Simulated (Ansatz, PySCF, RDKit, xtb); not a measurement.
# C3H4ClNSSi: ranking a sample of isomers, part 2 of 2

Which of a sample of isomers of C3H4ClNSSi is the most stable in the gas at 298.15 K, and what are its properties? The sample is small against all isomers, and the most stable one of this formula need not be in it.

xtb, Ansatz and PySCF; isolated molecules. Earlier steps stand in the parts before.

### 10 c605a at MP2/def2-TZVPP

Contents of input.yaml:

```yaml
basis:
  gaussian:
    orbitals: def2-TZVPP
crystal:
  periodic: [false, false, false]
  atoms:
    - {symbol: C, position_ang: [-0.328236, 1.035481, 0.993541]}
    - {symbol: C, position_ang: [-0.017385, 2.791050, 2.691701]}
    - {symbol: C, position_ang: [-0.447016, 0.677530, 2.335365]}
    - {symbol: Cl, position_ang: [-0.802488, -0.946974, 2.827839]}
    - {symbol: N, position_ang: [-0.275682, 1.645574, 3.276590]}
    - {symbol: S, position_ang: [0.028564, 2.737040, 0.947973]}
    - {symbol: Si, position_ang: [-0.508323, -0.064739, -0.517826]}
    - {symbol: H, position_ang: [0.511372, -1.166586, -0.478172]}
    - {symbol: H, position_ang: [-1.885623, -0.662022, -0.560037]}
    - {symbol: H, position_ang: [-0.288621, 0.781755, -1.739358]}
    - {symbol: H, position_ang: [0.161477, 3.732423, 3.232186]}
correlation:
  method: mp2
  frozen_orbitals: {S: 5, Si: 5, "N": 1, H: 0, C: 1, Cl: 5}
```

On the command line:

```bash
$ ansatz run input.yaml --threads 2 --pin off --max-ram 5220MiB --events-out events.jsonl --progress --plain --runs-dir runs
```

Output:

```text
Warning: RAYON_NUM_THREADS=2 ignored (pool sized by the plan → 2); use --threads N
Functional definition: HF
  name "HF"
  exchange = exact_x
  correlation = 0
1833 factors; integrals over basis functions are off by at most 1.1e-3 eV
mean field evaluation 1: about -35817.1492 eV, gradient 3.4e1 eV
mean field evaluation 2: about -35817.6625 eV, gradient 3.5e1 eV
mean field evaluation 4: about -35821.3796 eV, gradient 6.1e0 eV
mean field evaluation 8: about -35821.5277 eV, gradient 6.6e-1 eV
mean field evaluation 16: about -35821.5318 eV, gradient 2.2e-6 eV
mean field -35821.53178767 eV, -1316.4170124907 hartree, gradient 2.2e-6 eV, S^2 0.000000; 0 other end points of the search recorded, 0 dependent functions left out; unrestricted orbitals would lower it
19 core orbitals not correlated: weight in the atoms' cores, before any rotation towards them, 1.000 or more for the frozen orbitals, at most 0.000 for the correlated occupied ones
reference -35821.53178767 eV, -1316.4170124907 hartree; 19, 19 occupied and 268, 268 virtual orbitals, 1833 factors
second order -31.56988415 eV of doubles, -0.00000000 eV of singles
Total energy: -35853.10167182 eV, -1317.5771843343 hartree
```

Wall time 11 s (2 threads of Intel Xeon 6975P-C (Granite Rapids), shared host); peak memory 0.98 GiB.

### 11 c267a at CCSD(T)/def2-SVP

Contents of input.yaml:

```yaml
crystal:
  periodic: [false, false, false]
  atoms:
    - {symbol: C, position_ang: [-0.305250, 0.779241, 1.087854]}
    - {symbol: C, position_ang: [-0.993175, 1.618975, 1.957701]}
    - {symbol: C, position_ang: [0.342326, 3.149852, 1.131590]}
    - {symbol: Cl, position_ang: [1.082177, 4.677803, 0.859399]}
    - {symbol: N, position_ang: [-0.626745, 2.939236, 1.976670]}
    - {symbol: S, position_ang: [0.884624, 1.733333, 0.239996]}
    - {symbol: Si, position_ang: [-0.561876, -1.060834, 0.824891]}
    - {symbol: H, position_ang: [0.687365, -1.830883, 1.151353]}
    - {symbol: H, position_ang: [-1.673478, -1.476662, 1.745399]}
    - {symbol: H, position_ang: [-0.941515, -1.353374, -0.600043]}
    - {symbol: H, position_ang: [-1.803643, 1.279215, 2.619800]}
basis:
  gaussian:
    orbitals: def2-SVP
correlation:
  method: ccsd_t
  frozen_orbitals: {S: 5, Si: 5, "N": 1, H: 0, C: 1, Cl: 5}
```

On the command line:

```bash
$ ansatz run input.yaml --threads 2 --pin off --max-ram 5220MiB --events-out events.jsonl --progress --plain --runs-dir runs
```

Output, cut to the lines that bear on the results:

```text
Warning: RAYON_NUM_THREADS=2 ignored (pool sized by the plan → 2); use --threads N
Functional definition: HF
  name "HF"
[...]
1275 factors; integrals over basis functions are off by at most 1.2e-3 eV
[...]
mean field -35805.28809091 eV, -1315.8200676450 hartree, gradient 2.2e-6 eV, S^2 0.000000; 0 other end points of the search recorded, 0 dependent functions left out; unrestricted orbitals would lower it
19 core orbitals not correlated: weight in the atoms' cores, before any rotation towards them, 1.000 or more for the frozen orbitals, at most 0.000 for the correlated occupied ones
reference -35805.28809091 eV, -1315.8200676450 hartree; 19, 19 occupied and 92, 92 virtual orbitals, 1275 factors
second order -25.01873828 eV of doubles, -0.00000000 eV of singles
cycle   1  -25.30218670 eV  change   -2.8e-1 eV  update   1.4e-1
[...]
cycle  10  -26.30398264 eV  change    2.7e-5 eV  update   2.4e-5
perturbative correction -1.12461036 eV, -0.0413286683 hartree
Total energy: -35832.71668390 eV, -1316.8280498457 hartree
```

It took 11 s on 2 threads of Intel Xeon 6975P-C (Granite Rapids), shared host; peak memory 0.79 GiB.

For c605a, c267a, c420a, c785a, c653a, c638a the log finds that unrestricted Hartree-Fock orbitals lie lower, a sign to watch the closed-shell reference there.

### 12 Putting it together

Energies in kcal/mol from c605a; G adds the thermal terms to the CCSD(T)/def2-SVP + MP2/def2-TZVPP - MP2/def2-SVP energy. The columns left of the relaxed level are at the tight-binding geometries.

```
label             SMILES     spin  GFN2-xTB  HF/STO-3G  r2SCAN-D4/def2-SVP  PBE-D3(BJ)/def2-SVP  HF/def2-SVP  MP2/def2-SVP  CCSD(T)/def2-SVP + MP2/def2-TZVPP - MP2/def2-SVP    G  share at equilibrium     T1
c605a    [SiH3]c1scnc1Cl  singlet       0.0        0.0                 0.0                  0.0          0.0           0.0                                               0.0  0.0                94.4 %  0.014
c267a  [SiH3]c1cnc(Cl)s1  singlet       1.8        1.5                 0.5                  1.4          1.3           2.1                                               1.8  1.7                 5.0 %  0.014
c420a  [SiH3]c1nc(Cl)cs1  singlet       0.9        0.4                 2.7                  2.8          3.4           3.1                                               2.7  3.0                 0.6 %  0.014
c785a  [SiH3]c1csc(Cl)n1  singlet       2.1        1.9                 3.4                  3.9          4.1           4.7                                               4.4  4.1                 0.1 %  0.014
c653a  [SiH3]c1ncc(Cl)s1  singlet       3.3        3.0                 5.6                  5.6          6.9           6.4                                               6.2  6.6               < 0.1 %  0.014
c638a    [SiH3]c1ncsc1Cl  singlet       2.3        2.9                 6.0                  6.3          7.4           7.0                                               6.9  6.8               < 0.1 %  0.014
```

Lowest found: c605a, `[SiH3]c1scnc1Cl`, a singlet. Bond lengths: C1–C3 1.394 Å, C3–Cl4 1.734 Å, C2–N5 1.312 Å, C3–N5 1.361 Å, C1–S6 1.739 Å, C2–S6 1.745 Å, C1–Si7 1.878 Å, Si7–H8 1.502 Å, Si7–H9 1.502 Å, Si7–H10 1.502 Å, C2–H11 1.100 Å. Some angles: C1–C3–Cl4 122.1°, C1–C3–N5 118.2°, Cl4–C3–N5 119.7°, C3–C1–S6 107.1°, C3–C1–Si7 128.0°, S6–C1–Si7 124.9°, C2–N5–C3 109.7°, N5–C2–S6 115.1°, C1–S6–C2 89.9°, N5–C2–H11 124.1°.

```xyz
11

C    -0.3282    1.0355    0.9935
C    -0.0174    2.7910    2.6917
C    -0.4470    0.6775    2.3354
Cl   -0.8025   -0.9470    2.8278
N    -0.2757    1.6456    3.2766
S     0.0286    2.7370    0.9480
Si   -0.5083   -0.0647   -0.5178
H     0.5114   -1.1666   -0.4782
H    -1.8856   -0.6620   -0.5600
H    -0.2886    0.7818   -1.7394
H     0.1615    3.7324    3.2322
```

### 13 Density, orbitals and dipole (PBE0/def2-SVPD)

Contents of input.yaml:

```yaml
crystal:
  periodic: [false, false, false]
  atoms:
    - {symbol: C, position_ang: [-0.328236, 1.035481, 0.993541]}
    - {symbol: C, position_ang: [-0.017385, 2.791050, 2.691701]}
    - {symbol: C, position_ang: [-0.447016, 0.677530, 2.335365]}
    - {symbol: Cl, position_ang: [-0.802488, -0.946974, 2.827839]}
    - {symbol: N, position_ang: [-0.275682, 1.645574, 3.276590]}
    - {symbol: S, position_ang: [0.028564, 2.737040, 0.947973]}
    - {symbol: Si, position_ang: [-0.508323, -0.064739, -0.517826]}
    - {symbol: H, position_ang: [0.511372, -1.166586, -0.478172]}
    - {symbol: H, position_ang: [-1.885623, -0.662022, -0.560037]}
    - {symbol: H, position_ang: [-0.288621, 0.781755, -1.739358]}
    - {symbol: H, position_ang: [0.161477, 3.732423, 3.232186]}
basis:
  gaussian:
    orbitals: def2-SVPD
output: {forces: true, orbitals: {seedname: orbitals}}
hamiltonian:
  xc: {name: PBE0}
```

On the command line:

```bash
$ ansatz run input.yaml --threads 2 --pin off --max-ram 5220MiB --events-out events.jsonl --progress --plain --runs-dir runs
```

Output, cut to the lines that bear on the results:

```text
Warning: RAYON_NUM_THREADS=2 ignored (pool sized by the plan → 2); use --threads N
Functional definition: PBE0
  name "PBE0"
[...]
1839 factors; integrals over basis functions are off by at most 1.0e-3 eV
[...]
mean field -35872.07936267 eV, -1318.2746016092 hartree, gradient 3.8e-5 eV, S^2 0.000000; 0 other end points of the search recorded, 0 dependent functions left out
[...]
reference -35872.07941002 eV, -1318.2746033497 hartree; 38, 38 occupied and 152, 152 virtual orbitals, 1839 factors
Total energy: -35872.07941002 eV, -1318.2746033497 hartree
Atom 0 at    -0.328236     1.035481     0.993541 Å, force    -0.014579     0.027989     0.628108 eV/Å
Atom 1 at    -0.017385     2.791050     2.691701 Å, force    -0.075390    -0.362743     0.005647 eV/Å
Atom 2 at    -0.447016     0.677530     2.335365 Å, force     0.085170     0.339684    -0.425831 eV/Å
Atom 3 at    -0.802488    -0.946974     2.827839 Å, force     0.067806     0.320217    -0.029022 eV/Å
Atom 4 at    -0.275682     1.645574     3.276590 Å, force     0.095248     0.340426    -0.758148 eV/Å
Atom 5 at     0.028564     2.737040     0.947973 Å, force    -0.109574    -0.422397     0.649647 eV/Å
Atom 6 at    -0.508323    -0.064739    -0.517826 Å, force    -0.015074    -0.088160    -0.118263 eV/Å
Atom 7 at     0.511372    -1.166586    -0.478172 Å, force    -0.129549     0.161126     0.006575 eV/Å
Atom 8 at    -1.885623    -0.662022    -0.560037 Å, force     0.182850     0.095042     0.017479 eV/Å
Atom 9 at    -0.288621     0.781755    -1.739358 Å, force    -0.024680    -0.089577     0.174867 eV/Å
Atom 10 at     0.161477     3.732423     3.232186 Å, force    -0.062229    -0.321607    -0.151058 eV/Å
Dipole moment:     0.079567     0.328631    -0.332016 e Å
```

It took 5.1 s on 2 threads of Intel Xeon 6975P-C (Granite Rapids), shared host; peak memory 0.66 GiB.

### 14 Electronic excitations (TD-PBE0/def2-SVPD)

An in-house driver calls PySCF's response routines at TD-PBE0/def2-SVPD; it has no typed input.

Output:

```text
coarse grid: 11672 points
cycle   1  E = -1318.1046649970  dE =  9.643e-01  |g| = 3.413e-01  |ddm| = 5.869e+00
cycle   2  E = -1318.0728091634  dE =  3.186e-02  |g| = 5.189e-01  |ddm| = 1.977e+00
cycle   3  E = -1318.1345445753  dE = -6.174e-02  |g| = 6.372e-02  |ddm| = 1.127e+00
cycle   4  E = -1318.1350748367  dE = -5.303e-04  |g| = 4.430e-02  |ddm| = 2.112e-01
cycle   5  E = -1318.1355742786  dE = -4.994e-04  |g| = 9.864e-03  |ddm| = 9.200e-02
cycle   6  E = -1318.1355992507  dE = -2.497e-05  |g| = 2.381e-03  |ddm| = 2.379e-02
cycle   7  E = -1318.1356008385  dE = -1.588e-06  |g| = 7.361e-04  |ddm| = 5.801e-03
final grid: 101528 points
cycle   8  E = -1318.2746163657  dE = -7.684e-06  |g| = 8.482e-03  |ddm| = 7.469e-02
cycle   9  E = -1318.2745706513  dE =  4.571e-05  |g| = 1.507e-02  |ddm| = 4.167e-02
cycle  10  E = -1318.2746356043  dE = -6.495e-05  |g| = 2.043e-03  |ddm| = 3.181e-02
cycle  11  E = -1318.2746366151  dE = -1.011e-06  |g| = 3.143e-04  |ddm| = 4.106e-03
cycle  12  E = -1318.2746366386  dE = -2.357e-08  |g| = 1.033e-04  |ddm| = 7.003e-04
cycle  13  E = -1318.2746366409  dE = -2.265e-09  |g| = 5.190e-05  |ddm| = 2.962e-04
cycle  14  E = -1318.2746366416  dE = -7.194e-10  |g| = 1.658e-05  |ddm| = 1.024e-04
converged SCF energy = -1318.2746366416

Static polarisability (au): isotropic 100.877, principal 68.638 113.669 120.323

Singlet excitations
state   eV       nm        f      main configurations
  1   5.0328    246.4   0.11059   H->L 0.94
  2   5.3228    232.9   0.00014   H-1->L 0.98
  3   5.5331    224.1   0.00020   H->L+1 0.97
  4   5.9722    207.6   0.05495   H-2->L 0.66, H->L+2 0.30
  5   6.4649    191.8   0.00101   H->L+4 0.52, H->L+3 0.43
  6   6.5093    190.5   0.00063   H-3->L 0.96
  7   6.5290    189.9   0.16643   H->L+2 0.63, H-2->L 0.25
  8   6.5978    187.9   0.01421   H->L+3 0.53, H->L+4 0.38

Triplet excitations (Tamm-Dancoff, eV): 3.3539 4.7725 4.8888
```

Wall time 14 s (2 threads of Intel Xeon 6975P-C (Granite Rapids), shared host); peak memory 0.86 GiB.

The roots found:

```csv
excited state,energy (eV),strength
1,5.033,0.1106
2,5.323,0.0001
3,5.533,0.0002
4,5.972,0.0549
5,6.465,0.0010
6,6.509,0.0006
7,6.529,0.1664
8,6.598,0.0142
```

### 15 NMR shieldings (GIAO PBE0/pcSseg-1)

An in-house driver calls PySCF's response routines at GIAO PBE0/pcSseg-1; it has no typed input.

Output:

```text
coarse grid: 11672 points
cycle   1  E = -1318.5923017462  dE =  1.017e+00  |g| = 3.586e-01  |ddm| = 3.442e+00
cycle   2  E = -1318.5610401607  dE =  3.126e-02  |g| = 5.321e-01  |ddm| = 7.413e-01
cycle   3  E = -1318.6231642958  dE = -6.212e-02  |g| = 6.680e-02  |ddm| = 4.306e-01
cycle   4  E = -1318.6237458775  dE = -5.816e-04  |g| = 4.372e-02  |ddm| = 1.043e-01
cycle   5  E = -1318.6242084927  dE = -4.626e-04  |g| = 1.063e-02  |ddm| = 4.897e-02
cycle   6  E = -1318.6242352229  dE = -2.673e-05  |g| = 2.545e-03  |ddm| = 1.261e-02
cycle   7  E = -1318.6242367177  dE = -1.495e-06  |g| = 8.660e-04  |ddm| = 3.703e-03
final grid: 101528 points
cycle   8  E = -1318.6660167219  dE = -1.512e-05  |g| = 8.441e-03  |ddm| = 2.485e-02
cycle   9  E = -1318.6659813110  dE =  3.541e-05  |g| = 1.393e-02  |ddm| = 2.308e-02
cycle  10  E = -1318.6660332156  dE = -5.190e-05  |g| = 2.080e-03  |ddm| = 1.660e-02
cycle  11  E = -1318.6660341558  dE = -9.402e-07  |g| = 6.099e-04  |ddm| = 2.250e-03
cycle  12  E = -1318.6660342388  dE = -8.300e-08  |g| = 1.011e-04  |ddm| = 5.506e-04
cycle  13  E = -1318.6660342405  dE = -1.743e-09  |g| = 5.733e-05  |ddm| = 1.595e-04
cycle  14  E = -1318.6660342414  dE = -8.708e-10  |g| = 1.588e-05  |ddm| = 6.705e-05
converged SCF energy = -1318.6660342414

GIAO shielding tensors (ppm)
atom      isotropic    diamagn.    paramagn.     s11        s22        s33       span
  0 C       58.018     260.193    -202.175    -14.478     47.269    141.264    155.742
  1 C       17.747     263.687    -245.941    -67.404     10.265    110.379    177.783
  2 C       21.309     251.507    -230.197    -56.516     59.057     61.387    117.904
  3 Cl     699.240    1146.907    -447.667    430.496    671.617    995.607    565.111
  4 N     -103.220     329.765    -432.985   -381.920   -123.814    196.073    577.993
  5 S      153.035    1056.512    -903.477    -62.060    216.728    304.436    366.496
  6 Si     431.388     879.465    -448.077    413.034    423.131    457.998     44.964
  7 H       26.481      28.381      -1.901     22.789     25.082     31.571      8.782
  8 H       26.482      28.023      -1.541     22.795     25.071     31.578      8.783
  9 H       26.647      28.433      -1.787     22.168     26.006     31.766      9.599
 10 H       22.541      27.621      -5.080     19.591     21.200     26.830      7.239
```

Run time: 9.3 s. Hardware: 2 threads of Intel Xeon 6975P-C (Granite Rapids), shared host; peak memory 1.1 GiB.

Isotropic shieldings, averaged over atoms that the bond graph makes equivalent (absolute, not shifts):

```
      atoms  shielding (ppm)
         C1             58.0
         C2             17.7
         C3             21.3
        Cl4            699.2
         N5           -103.2
         S6            153.0
        Si7            431.4
H8, H9, H10            26.54
        H11            22.54
```

### 16 The cation at the same geometry (PBE0/def2-SVPD)

Changes to input.yaml since step 13:

```diff
@@ -17,3 +17,6 @@
     orbitals: def2-SVPD
-output: {forces: true, orbitals: {seedname: orbitals}}
+total_charge: 1
+magnetization:
+  spin_polarized: true
+  initial_magnetization: 1
 hamiltonian:
```

On the command line:

```bash
$ ansatz run input.yaml --threads 2 --pin off --max-ram 5220MiB --events-out events.jsonl --progress --plain --runs-dir runs
```

Output:

```text
Warning: RAYON_NUM_THREADS=2 ignored (pool sized by the plan → 2); use --threads N
Functional definition: PBE0
  name "PBE0"
  parameter a = 0.25
  parameter kappa = 0.804
  parameter beta = 0.06672455060314922
  exchange = (1 - a)*pbe_x(kappa = kappa, mu = beta*pi^2/3) + a*exact_x
  correlation = pbe_c(beta = beta)
1744 factors; their error is unknown
mean field evaluation 1: about -35851.5116 eV, gradient 4.7e1 eV
mean field evaluation 2: about -35808.8013 eV, gradient 9.8e1 eV
mean field evaluation 4: about -35862.2201 eV, gradient 9.9e0 eV
mean field evaluation 8: about -35862.7489 eV, gradient 3.7e-1 eV
mean field evaluation 16: about -35862.9571 eV, gradient 5.9e-3 eV
mean field evaluation 32: about -35861.9748 eV, gradient 5.6e0 eV
mean field -35862.95710066 eV, -1317.9393646639 hartree, gradient 6.5e-5 eV, S^2 0.762225; 4 other end points of the search recorded, 0 dependent functions left out
reference -35862.95715391 eV, -1317.9393666209 hartree; 38, 37 occupied and 152, 153 virtual orbitals, 1744 factors
Total energy: -35862.95715391 eV, -1317.9393666209 hartree
```

Wall time 11 s (2 threads of Intel Xeon 6975P-C (Granite Rapids), shared host); peak memory 0.92 GiB.

Difference from the parent: 9.12 eV.

### 17 The anion at the same geometry (PBE0/def2-SVPD)

Changes to input.yaml since step 16:

```diff
@@ -7,3 +7,3 @@
     - {symbol: Cl, position_ang: [-0.802488, -0.946974, 2.827839]}
-    - {symbol: N, position_ang: [-0.275682, 1.645574, 3.276590]}
+    - {symbol: "N", position_ang: [-0.275682, 1.645574, 3.276590]}
     - {symbol: S, position_ang: [0.028564, 2.737040, 0.947973]}
@@ -15,9 +15,6 @@
 basis:
-  gaussian:
-    orbitals: def2-SVPD
-total_charge: 1
-magnetization:
-  spin_polarized: true
-  initial_magnetization: 1
-hamiltonian:
-  xc: {name: PBE0}
+  gaussian: {orbitals: def2-SVPD}
+total_charge: -1
+magnetization: {spin_polarized: true, initial_magnetization: 1}
+hamiltonian: {xc: {name: PBE0}}
+scf: {lower_state_search: off}
```

On the command line:

```bash
$ ansatz run input.yaml --threads 2 --pin off --max-ram 5220MiB --events-out events.jsonl --progress --plain --runs-dir runs
```

Output, cut to the lines that bear on the results:

```text
Warning: RAYON_NUM_THREADS=2 ignored (pool sized by the plan → 2); use --threads N
Functional definition: PBE0
  name "PBE0"
[...]
1744 factors; their error is unknown
[...]
mean field -35872.00365868 eV, -1318.2718195389 hartree, gradient 8.5e-6 eV, S^2 0.762467; 0 other end points of the search recorded, 0 dependent functions left out
reference -35872.00370187 eV, -1318.2718211262 hartree; 39, 38 occupied and 151, 152 virtual orbitals, 1744 factors
Total energy: -35872.00370187 eV, -1318.2718211262 hartree
Checks for a lower state left out: stability, starts, cluster_reference, orbital_swaps, neighbouring_geometries, increment
```

Wall time 5.7 s (2 threads of Intel Xeon 6975P-C (Granite Rapids), shared host); peak memory 0.8 GiB.

Parent less the species with the added electron: -0.08 eV. The extra electron isn't bound at this geometry, so the number measures the basis, not the molecule.

### 18 The triplet at the same geometry (PBE0/def2-SVPD)

Changes to input.yaml since step 17:

```diff
@@ -7,3 +7,3 @@
     - {symbol: Cl, position_ang: [-0.802488, -0.946974, 2.827839]}
-    - {symbol: "N", position_ang: [-0.275682, 1.645574, 3.276590]}
+    - {symbol: N, position_ang: [-0.275682, 1.645574, 3.276590]}
     - {symbol: S, position_ang: [0.028564, 2.737040, 0.947973]}
@@ -15,6 +15,8 @@
 basis:
-  gaussian: {orbitals: def2-SVPD}
-total_charge: -1
-magnetization: {spin_polarized: true, initial_magnetization: 1}
-hamiltonian: {xc: {name: PBE0}}
-scf: {lower_state_search: off}
+  gaussian:
+    orbitals: def2-SVPD
+hamiltonian:
+  xc: {name: PBE0}
+magnetization:
+  spin_polarized: true
+  initial_magnetization: 2
```

On the command line:

```bash
$ ansatz run input.yaml --threads 2 --pin off --max-ram 5220MiB --events-out events.jsonl --progress --plain --runs-dir runs
```

Output:

```text
Warning: RAYON_NUM_THREADS=2 ignored (pool sized by the plan → 2); use --threads N
Functional definition: PBE0
  name "PBE0"
  parameter a = 0.25
  parameter kappa = 0.804
  parameter beta = 0.06672455060314922
  exchange = (1 - a)*pbe_x(kappa = kappa, mu = beta*pi^2/3) + a*exact_x
  correlation = pbe_c(beta = beta)
1744 factors; their error is unknown
mean field evaluation 1: about -35861.4679 eV, gradient 3.7e1 eV
mean field evaluation 2: about -35843.6467 eV, gradient 6.9e1 eV
mean field evaluation 4: about -35867.9908 eV, gradient 1.0e1 eV
mean field evaluation 8: about -35868.5421 eV, gradient 2.2e-1 eV
mean field evaluation 16: about -35868.7510 eV, gradient 4.2e-3 eV
mean field -35868.75096938 eV, -1318.1522854119 hartree, gradient 4.1e-5 eV, S^2 2.032257; 0 other end points of the search recorded, 0 dependent functions left out
reference -35868.75101673 eV, -1318.1522871520 hartree; 39, 37 occupied and 151, 153 virtual orbitals, 1744 factors
Total energy: -35868.75101673 eV, -1318.1522871520 hartree
```

It took 8.4 s on 2 threads of Intel Xeon 6975P-C (Granite Rapids), shared host; peak memory 0.92 GiB.

It lies 3.33 eV above the singlet.

### 19 What came out

What follows sums up all 2 parts.

| quantity | value |
| --- | --- |
| lowest structure found | [SiH3]c1scnc1Cl, singlet |
| next finalist | [SiH3]c1cnc(Cl)s1, singlet, 1.7 kcal/mol higher in G |
| share at equilibrium, among the finalists | 94.4 % |
| funnel | 6 starts, 6 minima at GFN2-xTB, 9 screening runs, 6 relaxed, 6 ranked |
| CPU time of all runs | 11 min |
| dipole moment (PBE0/def2-SVPD) | 2.28 D |
| HOMO energy (PBE0/def2-SVPD) | -7.34 eV |
| LUMO energy (PBE0/def2-SVPD) | -1.64 eV |
| HOMO–LUMO gap (PBE0/def2-SVPD) | 5.70 eV |
| lowest excitation (TD-PBE0/def2-SVPD) | 5.03 eV (f = 0.111) |
| strongest of the states computed, same level | 6.53 eV (f = 0.166) |
| lowest triplet excitation, same level, Tamm-Dancoff | 3.35 eV |
| vertical ionisation energy | 9.12 eV |
| vertical electron affinity | -0.08 eV (unbound: the value depends on the basis) |
| vertical triplet less singlet | +3.33 eV |

The lowest structure found is `[SiH3]c1scnc1Cl`. The margin, 1.7 kcal/mol, is modest. GFN2-xTB, HF/STO-3G, r2SCAN-D4/def2-SVP, PBE-D3(BJ)/def2-SVP, HF/def2-SVP and MP2/def2-SVP already put its bonding pattern lowest among the structures in one piece. The largest share of the time went into the relaxations (40 %). The search is not exhaustive (a finite list of starts, one conformer a finalist), so a lower isomer can't be ruled out. Only 6 drawn patterns were tried, so whole families of isomers are missing, and the result ranks this sample alone.
